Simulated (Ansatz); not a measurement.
# MnS: the cost of one run

Program: Ansatz 0.2.0. Level of theory: DFT PBE, scalar-relativistic, plane waves, PAW. These are calculated values, not measurements.

The COD entry's cell or inner coordinates are ideal or old and differ from later refinements, so a difference from it is no clean test against experiment.

1 further run of the same task is left out (set aside as unsound or not needed).

## 1. Starting point

Symmetry: Fm-3m, No. 225, cubic system. Conventional cell: a = 5.095 Å, b = 5.095 Å, c = 5.095 Å, α = 90.00°, β = 90.00°, γ = 90.00°. Around Mn (site symmetry m-3m) lie 6 S at 2.55 Å. Around S (site symmetry m-3m) lie 6 Mn at 2.55 Å.

As a file:

```cif
data_structure
_symmetry_space_group_name_H-M 'P 1'
_symmetry_Int_Tables_number 1
_cell_length_a 3.6029
_cell_length_b 3.6029
_cell_length_c 3.6029
_cell_angle_alpha 60.000
_cell_angle_beta 60.000
_cell_angle_gamma 60.000
_cell_volume 33.07
loop_
_atom_site_label
_atom_site_type_symbol
_atom_site_fract_x
_atom_site_fract_y
_atom_site_fract_z
_atom_site_occupancy
Mn1 Mn 0.00000 0.00000 0.00000 1
S1 S 0.50000 0.50000 0.50000 1
```

It is the result of an earlier relaxation at this level (volume 16.53 Å³/atom; gap on the mesh: none (metal), site moments up to 4.0 μB).

## 2. The bulk in the cell of the plane

input.yaml reads:

```yaml
crystal:
  lattice:
    - [3.6028533931, 0.0, 0.0]
    - [0.0, 5.0952041318, 0.0]
    - [1.8014266965, 2.5476020659, 1.8014266965]
  atoms:
    - { symbol: Mn, position: [0.0, 0.0, 0.0], spin: 4.42 }
    - { symbol: S, position: [0.0, 0.5, 0.0], spin: 0.14 }
basis:
  ecutwfc: 420
kpoints:
  mp_grid: { grid: [10, 7, 19] }
hamiltonian:
  xc: pbe
scf:
  occupations: { method: gaussian, width: 0.1 }
output:
  forces: true
  stress: true
  eigenvalues: true
  populations: true
magnetization:
  spin_polarized: true
```

Started as:

```sh
$ ansatz run input.yaml --threads 2 --pin off --max-ram 5120MiB --backend cpu --events-out ev --progress --plain --runs-dir out
```

**Question.** How long does this run take on 2 threads of Intel Xeon Platinum 8175M at 2.50GHz (Skylake/Cascade Lake), shared host, and how much memory does it need?

About 43 s, with a peak of 0.87 GiB.
